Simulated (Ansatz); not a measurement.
# CH₄MoO₃: small, medium and large basis sets

One table from this session's results is given with a row withheld; the runs are named, their logs left out.

Computed with Ansatz 0.2.0, Gaussian basis. Level: one geometry, several basis sets.

Levels to be run: PBE0-D4/def2-SVP; ωB97M-V/def2-SVP; PBE0-D4/def2-QZVPP; ωB97M-V/def2-QZVPP; the functionals' def2-TZVPP values are taken from earlier runs.

**Structure used throughout**

All runs share one geometry, relaxed beforehand with PBE0-D4 in a triple-zeta def2 set. Mo takes the def2 core potential; no spin-orbit term is included.

SMILES `[CH3][Mo](=[O])(=[O])[OH]`, 9 atoms, charge 0, spin multiplicity 1.

Atoms are counted from 1 here; the program's logs count them from 0.

Bond lengths: C1–Mo2 2.100 Å, C1–H6 1.092 Å, C1–H7 1.093 Å, C1–H8 1.093 Å, Mo2–O3 1.676 Å, Mo2–O4 1.676 Å, Mo2–O5 1.867 Å, O5–H9 0.960 Å. Angles: Mo2–C1–H6 110.1°, Mo2–C1–H7 109.4°, Mo2–C1–H8 108.9°, H6–C1–H7 109.2°, H6–C1–H8 109.2°, H7–C1–H8 110.0°, C1–Mo2–O3 105.6°, C1–Mo2–O4 105.9°, C1–Mo2–O5 108.5°, O3–Mo2–O4 109.8°, O3–Mo2–O5 112.4°, O4–Mo2–O5 114.0°, Mo2–O5–H9 126.1°.

Set-up of the first run:

The input, in.yaml:

```yaml
crystal:
  periodic: [false, false, false]
  atoms:
    - {symbol: C, position_ang: [-0.840160, -0.934378, -0.498861]}
    - {symbol: Mo, position_ang: [0.651816, 0.489956, -0.104697]}
    - {symbol: O, position_ang: [0.721679, 1.460400, -1.469457]}
    - {symbol: O, position_ang: [2.079340, -0.373847, 0.052211]}
    - {symbol: O, position_ang: [0.169440, 1.445730, 1.425420]}
    - {symbol: H, position_ang: [-0.598398, -1.489845, -1.407185]}
    - {symbol: H, position_ang: [-0.907944, -1.630009, 0.341631]}
    - {symbol: H, position_ang: [-1.794700, -0.419214, -0.635170]}
    - {symbol: H, position_ang: [0.607428, 1.404907, 2.279008]}
basis:
  gaussian: {orbitals: def2-SVP}
hamiltonian: {xc: pbe0, dispersion: d4}
output: {orbitals: {seedname: orbitals}}
```

Run with:

```
$ ansatz run in.yaml --threads 4 --pin off --events-out ev --progress --plain --max-ram 10444MiB
```

Steps of the session up to this table: PBE0-D4 in def2-SVP; ωB97M-V in def2-SVP; PBE0-D4 in def2-QZVPP; ωB97M-V in def2-QZVPP.

One table of the session follows, with a row left open; its other results are not shown here.

It belongs to the step «Density functionals: the series». 

| functional | basis | HOMO (eV) | LUMO (eV) |
| --- | --- | --- | --- |
| PBE0-D4 | def2-SVP | -8.99 | -2.39 |
| PBE0-D4 | def2-TZVPP | -8.97 | -2.40 |
| PBE0-D4 | def2-QZVPP | -8.99 | -2.43 |
| ωB97M-V | def2-SVP | -11.28 | -0.21 |
| ωB97M-V | def2-TZVPP | -11.28 | -0.23 |
| ωB97M-V | def2-QZVPP | ? | ? |

Q: Estimate the row for ωB97M-V, def2-QZVPP from the others.

**Answer.** HOMO (eV): -11.30; LUMO (eV): -0.27. In the column «HOMO (eV)» it is the lowest.
